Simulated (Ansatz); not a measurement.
This script for Ansatz 0.2.0, Python API starts 2 runs on CdIn, space group P-6m2. What input does the engine get in each?

The script, `cdin.py`:
```python
# -*- coding: utf-8 -*-
"""Levels of CdIn without and with spin-orbit coupling."""

import warnings

import ansatz
import numpy as np

warnings.simplefilter("ignore", ansatz.DeckWarning)

vectors = np.array([
    [3.14011, 0.0, 0.0],
    [-1.57006, 2.71942, 0.0],
    [0.0, 0.0, 5.77185],
])
cdin = (
    ansatz.Lattice.of(vectors)
    .atom("Cd", [0.0, 0.0, 0.5])
    .atom("In", [2 / 3, 1 / 3, 0.0])
)

model = (
    cdin.calculation()
    .scf(tolerance=1e-08)
    .functional("PBEsol")
    .accuracy("medium")  # preset for grids and thresholds
    .kpoints(length=12)
    .basis(14 * ansatz.Ha, xc_grid=3)
    .occupations(ansatz.OccupationsMethod.GAUSSIAN)
    .band_table()  # levels at the mesh points
)
for label, variant in (("scalar-relativistic", model), ("spin-orbit", model.spin(soc=True))):
    rep = variant.run(threads=1, pin="off").report
    zero = rep["band_edges_ev"][0] if rep.get("band_edges_ev") else rep["fermi_energy_ev"]
    near = [round(e - zero, 3) for e in rep["eigenvalues_ev"][0] if abs(e - zero) < 4]
    print(label)
    print("  band edges (eV):", [round(e, 3) for e in rep.get("band_edges_ev") or []] or "none reported")
    print("  levels at k =", rep["kpoints_frac"][0], "within 4 eV of the zero:", near)
```

Run 1:
```yaml
crystal:
  lattice:
    - [3.14011, 0.0, 0.0]
    - [-1.57006, 2.71942, 0.0]
    - [0.0, 0.0, 5.77185]
  atoms:
    - { symbol: Cd, position: [0.0, 0.0, 0.5] }
    - { symbol: In, position: [0.6666666666666666, 0.3333333333333333, 0.0] }
accuracy: medium
basis:
  ecutwfc: 380.959407443832
  xc_grid: 3
kpoints:
  mp_grid:
    grid: [4, 4, 2]
hamiltonian:
  xc: pbesol
scf:
  convergence:
    dr2_threshold: 1.0e-08
  occupations:
    method: gaussian
output:
  eigenvalues: true
```

Run 2, against run 1:
```diff
+magnetization:
+  noncollinear: true
+  spin_orbit: true
```

```console
$ python cdin.py
scalar-relativistic
  band edges (eV): none reported
  levels at k = [0.0, 0.0, 0.0] within 4 eV of the zero: [-3.62]
spin-orbit
  band edges (eV): none reported
  levels at k = [0.0, 0.0, 0.0] within 4 eV of the zero: [-3.593, -3.593]
```

The settings weren't tested for convergence. The cutoff lies under the one recommended for these potentials. The computed bands are complete only to about 5.6 eV above the Fermi level. For a metal this mesh is far too coarse, so the numbers only illustrate the procedure. This cell is a computed structure, which may not be the phase found in nature. Levels are Kohn-Sham eigenvalues on this mesh. With spin-orbit coupling each level holds one electron and, with inversion or at time-reversal points, comes in pairs; a window in energy can cut a split set. The script silences the warnings on its input, which a real study should read. Hardware and time: 6.9 s on 1 thread of Arm Neoverse V1, on a shared host, peak memory 0.5 GiB.
